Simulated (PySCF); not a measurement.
**GaCl3 (gallium trichloride (monomer)): levels of theory compared**

We compute a comparison of 6 runs (B2PLYP/aug-cc-pVDZ, M06-L/aug-cc-pVDZ, SVWN5/aug-cc-pVDZ, TPSS/aug-cc-pVDZ, wB97M-V/aug-cc-pVDZ, CCSD(T)/aug-cc-pVDZ) of GaCl3 (gallium trichloride (monomer)). The job is set up through a Python script.

The results are computed with PySCF 2.14.0.

## 1. Starting point

GaCl3: 4 atoms, total charge 0, spin state singlet. SMILES: `[Cl][Ga]([Cl])[Cl]`. The coordinates come from a PBE0-D4/def2-TZVP relaxation.

Bond lengths: Cl1–Ga2 2.112 Å, Ga2–Cl3 2.112 Å, Ga2–Cl4 2.112 Å. Angles: Cl1–Ga2–Cl3 120.0°, Cl1–Ga2–Cl4 120.0°, Cl3–Ga2–Cl4 120.0°.

## 2. The energy at B2PLYP/aug-cc-pVDZ (run 1)

Input file calc.py:

```python
# [Cl][Ga]([Cl])[Cl]
from pyscf import gto, dft, mp

mol = gto.M(
    atom='''
Cl   0.866700   0.371400   1.887500
Ga   0.013800  -0.015100  -0.005100
Cl  -0.090300  -1.995000  -0.731600
Cl  -0.734700   1.578300  -1.171100
''',
    verbose=3,
    max_memory=1860,
    charge=0,
    basis='aug-cc-pvdz',
    spin=0,
)

ks = dft.RKS(mol)
ks.xc = '0.53*HF + 0.47*B88, 0.73*LYP'
ks.grids.level = 5
ks.conv_tol = 1e-10
ks.kernel()
if not ks.converged:
    ks = ks.newton().run(ks.mo_coeff, ks.mo_occ)

pt = mp.MP2(ks, frozen=24).run()
energy = ks.e_tot + 0.27 * pt.e_corr
print('PT2 part  %.8f' % (0.27 * pt.e_corr))
print('E = %.10f Eh' % energy)
```

Command:

```console
$ OMP_NUM_THREADS=1 python calc.py
```

Output:

```text
converged SCF energy = -3304.60728126826
E(RMP2) = -3305.2425742108  E_corr = -0.635292942532567
E(SCS-RMP2) = -3305.21383128741  E_corr = -0.606550019142682
PT2 part  -0.17152909
E = -3304.7788103627 Eh
```

Run time: 24 s. Hardware: 1 thread of Intel Xeon at 2.70GHz, shared host; peak memory 0.66 GiB.

## 3. A single-point energy at M06-L/aug-cc-pVDZ (run 2)

Input file job.py:

```python
from pyscf import gto, dft

mol = gto.M(
    atom='''
Cl   0.866700   0.371400   1.887500
Ga   0.013800  -0.015100  -0.005100
Cl  -0.090300  -1.995000  -0.731600
Cl  -0.734700   1.578300  -1.171100
''',
    basis='aug-cc-pvdz',
    max_memory=1860,
    verbose=4,
    spin=0,
    charge=0,
)

mf = dft.RKS(mol)
mf.xc = 'm06-l'
mf.conv_tol = 1e-10
mf.grids.level = 5
mf.kernel()
if not mf.converged:
    mf = mf.newton().run(mf.mo_coeff, mf.mo_occ)

etot = mf.e_tot
print('E(%s) = %.9f' % ('M06-L', etot))
```

Command:

```console
$ OMP_NUM_THREADS=1 python job.py
```

Output:

```text
PySCF version 2.14.0

[... 70 lines left out ...]
converged SCF energy = -3305.5486165348
E(M06-L) = -3305.548616535
```

Wall time 37 s (1 thread of Intel Xeon at 2.70GHz, shared host); peak memory 0.66 GiB.

Runs 3 to 4 aren't shown in full; the table further down has their settings and results.

## 4. A single-point energy at wB97M-V/aug-cc-pVDZ (run 5)

Input file input.xyz:

```xyz
4

Cl     0.866700     0.371400     1.887500
Ga     0.013800    -0.015100    -0.005100
Cl    -0.090300    -1.995000    -0.731600
Cl    -0.734700     1.578300    -1.171100
```

Input file job.py:

```python
from pyscf import gto, dft

molecule = gto.M(
    atom='input.xyz',
    max_memory=1860,
    spin=0,
    basis='aug-cc-pvdz',
    verbose=3,
    charge=0,
)

mf = dft.RKS(molecule)
mf.xc = 'wb97m-v'
mf.nlcgrids.level = 1
mf.conv_tol = 1e-10
mf.grids.level = 5
mf.kernel()
if not mf.converged:
    mf = mf.newton().run(mf.mo_coeff, mf.mo_occ)

e_tot = mf.e_tot
print('E(%s) = %.9f' % ('WB97M-V', e_tot))
```

Command:

```console
$ OMP_NUM_THREADS=1 python job.py
```

Output:

```text
converged SCF energy = -3305.44662355661
E(WB97M-V) = -3305.446623557
```

Run time: 93 s. Hardware: 1 thread of Intel Xeon at 2.70GHz, shared host; peak memory 0.67 GiB.

## 5. A single-point energy at CCSD(T)/aug-cc-pVDZ (run 6)

input.xyz: that of step 4 with these lines changed.

```diff
@@ -1,3 +1,3 @@
 4
-
+Cl3Ga
 Cl     0.866700     0.371400     1.887500
```

Input file input.py:

```python
from pyscf import gto, cc

mol = gto.Mole()
mol.atom = 'input.xyz'
mol.basis = 'aug-cc-pvdz'
mol.spin = 0
mol.charge = 0
mol.verbose = 3
mol.max_memory = 1860
mol.build()

mf = mol.RHF()
mf.conv_tol = 1e-10
mf.kernel()
if not mf.converged:
    mf = mf.newton().run(mf.mo_coeff, mf.mo_occ)

mycc = cc.CCSD(mf, frozen=24)
mycc.kernel()
e_t = mycc.ccsd_t()
e_tot = mycc.e_tot + e_t
print('Final energy', e_tot)
```

Command:

```console
$ OMP_NUM_THREADS=1 python input.py
```

Output:

```text
converged SCF energy = -3301.9183208552
E(CCSD) = -3302.466374454063  E_corr = -0.5480535988630731
CCSD(T) correction = -0.0169525948886057
Final energy -3302.4833270489517
```

Wall time 70 s (1 thread of Intel Xeon at 2.70GHz, shared host); peak memory 0.88 GiB.

## 6. All runs side by side

| run | level | frozen core orbitals | nlc grid | energy (Eh) | dipole moment (D) of the reference | HOMO energy (eV) | LUMO energy (eV) | wall time |
| --- | --- | --- | --- | --- | --- | --- | --- | --- |
| 1 | B2PLYP/aug-cc-pVDZ | 24 | – | -3304.778810 | 0.00 | -10.71 | -1.02 | 24 s |
| 2 | M06-L/aug-cc-pVDZ | – | – | -3305.548617 | 0.00 | -8.43 | -2.74 | 37 s |
| 3 | SVWN5/aug-cc-pVDZ | – | – | -3298.145201 | 0.00 | -8.21 | -3.36 | 12 s |
| 4 | TPSS/aug-cc-pVDZ | – | – | -3305.656055 | 0.00 | -8.18 | -2.92 | 34 s |
| 5 | wB97M-V/aug-cc-pVDZ | – | 1 | -3305.446624 | 0.00 | -11.79 | -0.49 | 93 s |
| 6 | CCSD(T)/aug-cc-pVDZ | 24 | – | -3302.483327 | 0.00 | -12.84 | 0.61 | 70 s |

## 7. Outcome

| quantity | value |
| --- | --- |
| run 6: total energy | -3302.48333 Eh |
| run 6: dipole moment (Hartree–Fock density) | 0.00 D |
| run 6: HOMO energy (Hartree–Fock orbitals) | -12.84 eV |
| run 6: LUMO energy (Hartree–Fock orbitals) | 0.61 eV |
| run 6: HOMO–LUMO gap (Hartree–Fock orbitals) | 13.45 eV |
| run 6: correlation energy (24 core orbitals frozen) | -565.0 mEh |
| run 6: (T) correction | -16.95 mEh |
| run 6: T1 diagnostic | 0.009 |

In words: Over runs 1, 2, 3, 4, 5 the HOMO–LUMO gap runs from 4.85 eV (SVWN5/aug-cc-pVDZ) to 11.29 eV (wB97M-V/aug-cc-pVDZ). Totals of different functionals can't be ranked against each other. All runs together took 4.5 min, the longest 93 s.
